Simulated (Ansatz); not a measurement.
# BGeH₉Si₂: up Jacob's ladder to CCSD(T)

An exercise on one series of results from a longer session: the logs are not shown, and one member is left open.

The runs use Ansatz 0.2.0, Gaussian basis; functionals in def2-TZVPP, the program's frozen cores in correlated methods.

Plan: LDA (SPW92), PBE-D4, revPBE-D4, BLYP-D4, r2SCAN-D4, B97M-V, PBE0-D4, B3LYP-D4, r2SCANh-D4, r2SCAN0-D4, HSE06-D4, BHLYP-D4, CAM-B3LYP-D4, LC-ωPBE, ωB97X-V, ωB97M-V, B2PLYP, PBE-QIDH; CCSD(T)/def2-SVP; CCSD(T)/def2-TZVPP; MP2/def2-QZVPP; extrapolation to the limit; RPA on PBE.

## The relaxed structure

The geometry comes from an earlier relaxation with PBE0-D4 in a triple-zeta def2 set; it is a stationary point, not always the lowest conformer.

13 atoms, charge 0, spin multiplicity 1.

Atoms are counted from 1 here; the program's logs count them from 0.

Bond lengths: B1–Si2 1.983 Å, B1–H5 1.196 Å, B1–H6 1.195 Å, Si2–Ge3 2.404 Å, Si2–H7 1.489 Å, Si2–H8 1.488 Å, Ge3–Si4 2.379 Å, Ge3–H9 1.541 Å, Ge3–H10 1.541 Å, Si4–H11 1.487 Å, Si4–H12 1.487 Å, Si4–H13 1.487 Å. Angles: Si2–B1–H5 120.6°, Si2–B1–H6 121.1°, H5–B1–H6 118.0°, B1–Si2–Ge3 100.6°, B1–Si2–H7 115.4°, B1–Si2–H8 116.0°, Ge3–Si2–H7 106.5°, Ge3–Si2–H8 108.1°, H7–Si2–H8 109.3°, Si2–Ge3–Si4 110.8°, Si2–Ge3–H9 109.8°, Si2–Ge3–H10 108.6°, Si4–Ge3–H9 109.7°, Si4–Ge3–H10 110.2°, H9–Ge3–H10 107.6°, Ge3–Si4–H11 109.7°, Ge3–Si4–H12 111.3°, Ge3–Si4–H13 109.3° and more.

Set-up of the first run:

File in.yaml:

```yaml
crystal:
  periodic: [false, false, false]
  atoms:
    - {symbol: B, position_ang: [-1.885513, 1.240177, -0.377740]}
    - {symbol: Si, position_ang: [-1.605508, -0.722982, -0.360040]}
    - {symbol: Ge, position_ang: [0.775662, -0.832843, -0.670875]}
    - {symbol: Si, position_ang: [1.911471, 0.305642, 1.081628]}
    - {symbol: H, position_ang: [-1.749783, 1.883747, 0.620777]}
    - {symbol: H, position_ang: [-2.071268, 1.827337, -1.402185]}
    - {symbol: H, position_ang: [-1.893060, -1.396146, 0.936184]}
    - {symbol: H, position_ang: [-2.251048, -1.483597, -1.464333]}
    - {symbol: H, position_ang: [1.154807, -0.208484, -2.027199]}
    - {symbol: H, position_ang: [1.199196, -2.314362, -0.704850]}
    - {symbol: H, position_ang: [1.488320, -0.246291, 2.395617]}
    - {symbol: H, position_ang: [3.385713, 0.162801, 0.951072]}
    - {symbol: H, position_ang: [1.561510, 1.750503, 1.036745]}
basis:
  gaussian: {orbitals: def2-TZVPP}
hamiltonian: {xc: lda}
output: {orbitals: {seedname: orbitals}}
```

Launch:

```console
ansatz run in.yaml --threads 4 --pin off --events-out ev --progress --plain --max-ram 10444MiB
```

Among the steps run: LDA; PBE-D4 (GGA); revPBE-D4 (GGA); BLYP-D4 (GGA); r2SCAN-D4 (meta-GGA); B97M-V (meta-GGA); PBE0-D4 (hybrid); B3LYP-D4 (hybrid); r2SCANh-D4 (hybrid); r2SCAN0-D4 (hybrid); HSE06-D4 (hybrid); BHLYP-D4 (hybrid); CAM-B3LYP-D4 (range-separated); LC-ωPBE (range-separated); ωB97X-V (range-separated); ωB97M-V (range-separated); B2PLYP (double hybrid); PBE-QIDH (double hybrid).

One of the session's tables, all rows but one given; the rest of the session is left out.

It belongs to the step «Orbital energies across the functionals». 

```
  functional  HOMO (eV)  LUMO (eV)  gap (eV)
 LDA (SPW92)      -6.84      -3.66      3.18
      PBE-D4      -6.73      -3.41      3.32
   revPBE-D4      -6.68      -3.29      3.39
     BLYP-D4      -6.56      -3.23      3.33
   r2SCAN-D4      -6.96      -3.13      3.83
      B97M-V      -7.07      -3.28      3.79
     PBE0-D4      -7.72      -2.48      5.24
    B3LYP-D4          ?          ?         ?
  r2SCANh-D4      -7.32      -2.80      4.52
  r2SCAN0-D4      -7.87      -2.33      5.54
    HSE06-D4      -7.34      -2.86      4.48
    BHLYP-D4      -8.57      -1.44      7.13
CAM-B3LYP-D4      -8.89      -1.38      7.51
     LC-ωPBE     -10.16      -0.25      9.91
     ωB97X-V      -9.85      -0.35      9.50
     ωB97M-V      -9.66      -0.60      9.06
```

**Question.** Estimate the row for B3LYP-D4.

Worked estimate for «HOMO (eV)». Against the share of exact exchange, BLYP-D4 (0, -6.56), BHLYP-D4 (0.5, -8.57) give a slope of -4.02 per unit share; at 0.2 the line stands at -7.36.

As computed: HOMO (eV): -7.51; LUMO (eV): -2.66; gap (eV): 4.85. In «HOMO (eV)» the line misses by +0.15.
